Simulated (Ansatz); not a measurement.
# B3LYP/STO-3G run of BNH6 (SMILES [BH3-][NH3+])

What is the electronic atomisation energy of BNH6 at B3LYP/STO-3G? 

The calculation is run with Ansatz 0.2.0.

48 further runs of the same task are left out: 2 that didn't finish, 46 set aside as unsound or not needed.

## 1. The system as given

BNH6: 8 atoms, total charge 0, spin state singlet. As SMILES, `[BH3-][NH3+]`. The coordinates come from a PBE0-D4/def2-TZVP relaxation.

Bond lengths: B1–N2 1.639 Å, B1–H3 1.212 Å, B1–H4 1.212 Å, B1–H5 1.212 Å, N2–H6 1.015 Å, N2–H7 1.015 Å, N2–H8 1.015 Å. Some angles: B1–N2–H6 110.9°, B1–N2–H7 110.9°, B1–N2–H8 110.9°, N2–B1–H3 105.3°, N2–B1–H4 105.3°, N2–B1–H5 105.3°, H6–N2–H7 108.0°, H6–N2–H8 108.0°, H7–N2–H8 108.0°, H3–B1–H4 113.3°.

## 2. A single-point energy at B3LYP/STO-3G

Input file molecule.yaml:

```yaml
crystal:
  periodic: [false, false, false]
  atoms:
    - {symbol: B, position_ang: [-0.191300, 0.250800, -0.775400]}
    - {symbol: "N", position_ang: [0.206500, -0.255100, 0.731700]}
    - {symbol: H, position_ang: [-0.078200, -0.728400, -1.481000]}
    - {symbol: H, position_ang: [-1.332600, 0.649700, -0.687200]}
    - {symbol: H, position_ang: [0.604400, 1.126600, -1.038400]}
    - {symbol: H, position_ang: [0.140800, 0.507000, 1.398700]}
    - {symbol: H, position_ang: [1.156600, -0.611300, 0.755300]}
    - {symbol: H, position_ang: [-0.414000, -0.996500, 1.040500]}
basis:
  gaussian:
    orbitals: STO-3G
hamiltonian:
  xc: {name: B3LYP}
accuracy: high
```

Started as:

```
$ ansatz run molecule.yaml --threads 1 --pin off --max-ram 2610MiB --events-out events.jsonl --progress --plain --runs-dir runs
```

Standard output:

```text
Warning: RAYON_NUM_THREADS=1 ignored (pool sized by the plan → 1); use --threads N
Functional definition: B3LYP
  name "B3LYP"
  parameter a0 = 0.2
  parameter ax = 0.72
  parameter ac = 0.81
  exchange = (1 - a0 - ax)*slater_x + ax*b88_x + a0*exact_x
  correlation = (1 - ac)*vwn_rpa_c + ac*lyp_c
276 factors; integrals over basis functions are off by at most 8.0e-9 eV
mean field evaluation 1: about -2235.5533 eV, gradient 1.0e1 eV
mean field evaluation 2: about -2235.9382 eV, gradient 5.3e0 eV
mean field evaluation 4: about -2236.0130 eV, gradient 6.2e-2 eV
mean field evaluation 8: about -2235.9718 eV, gradient 7.6e-3 eV
mean field evaluation 16: about -2235.9718 eV, gradient 1.5e-8 eV
mean field -2235.97181885 eV, -82.1704487466 hartree, gradient 1.5e-8 eV, S^2 0.000000; 0 other end points of the search recorded, 0 dependent functions left out
reference -2235.97184715 eV, -82.1704497865 hartree; 9, 9 occupied and 7, 7 virtual orbitals, 276 factors
Total energy: -2235.97184715 eV, -82.1704497865 hartree
```

Run time: 1.3 s. Hardware: 1 thread of Arm Neoverse V1, shared host; peak memory 0.095 GiB.

## 3. The B atom

Input file input.yaml:

```yaml
crystal:
  periodic: [false, false, false]
  atoms:
    - {symbol: B, position_ang: [0.000000, 0.000000, 0.000000]}
basis:
  gaussian: {orbitals: STO-3G}
total_charge: 0
magnetization: {spin_polarized: true, initial_magnetization: 1}
hamiltonian: {xc: {name: B3LYP}}
accuracy: high
```

Started as:

```
$ ansatz run input.yaml --threads 1 --pin off --max-ram 2610MiB --events-out events.jsonl --progress --plain --runs-dir runs
```

Standard output:

```text
Warning: RAYON_NUM_THREADS=1 ignored (pool sized by the plan → 1); use --threads N
Functional definition: B3LYP
  name "B3LYP"
  parameter a0 = 0.2
  parameter ax = 0.72
  parameter ac = 0.81
  exchange = (1 - a0 - ax)*slater_x + ax*b88_x + a0*exact_x
  correlation = (1 - ac)*vwn_rpa_c + ac*lyp_c
15 factors; integrals over basis functions are off by at most 8.9e-10 eV
mean field evaluation 1: about -660.7343 eV, gradient 3.1e-7 eV
mean field evaluation 2: about -660.7343 eV, gradient 1.8e-6 eV
mean field evaluation 4: about -660.7343 eV, gradient 1.9e-7 eV
mean field evaluation 8: about -660.7343 eV, gradient 0.0e0 eV
mean field -660.73430840 eV, -24.2815379718 hartree, gradient 0.0e0 eV, S^2 0.750000; 0 other end points of the search recorded, 0 dependent functions left out
reference -660.73432618 eV, -24.2815386251 hartree; 3, 2 occupied and 2, 3 virtual orbitals, 15 factors
Total energy: -660.73432618 eV, -24.2815386251 hartree
```

Wall time 0.22 s (1 thread of Arm Neoverse V1, shared host).

## 4. The H atom

Input file run.yaml:

```yaml
crystal:
  periodic: [false, false, false]
  atoms:
    - {symbol: H, position_ang: [0.000000, 0.000000, 0.000000]}
basis:
  gaussian: {orbitals: STO-3G}
magnetization: {spin_polarized: true, initial_magnetization: 1}
accuracy: high
hamiltonian: {xc: {name: B3LYP}}
```

Run the same way, it converges to -0.46753 Eh (log not shown).

## 5. The N atom, same level

Input file input.yaml:

```yaml
crystal:
  periodic: [false, false, false]
  atoms:
    - symbol: N
      position_ang: [0.000000, 0.000000, 0.000000]
basis:
  gaussian:
    orbitals: STO-3G
hamiltonian:
  xc: {name: B3LYP}
magnetization:
  spin_polarized: true
  initial_magnetization: 3
total_charge: 0
accuracy: high
```

Run the same way, it converges to -53.88620 Eh (log not shown).

## 6. Results

Level: B3LYP/STO-3G.

| quantity | value |
| --- | --- |
| molecule: total energy | -82.17045 Eh |
| B atom: total energy | -24.28154 Eh |
| B atom: ⟨S²⟩ | 0.750 |
| H atom: total energy | -0.46753 Eh |
| H atom: ⟨S²⟩ | 0.750 |
| N atom: total energy | -53.88620 Eh |
| N atom: ⟨S²⟩ | 3.750 |
| electronic atomisation energy | 32.586 eV |

Taking the molecule apart into free atoms costs 32.59 eV (3144 kJ/mol), before zero-point energy and without spin-orbit coupling. In a minimal basis such a difference can be off by several eV, whatever the method.
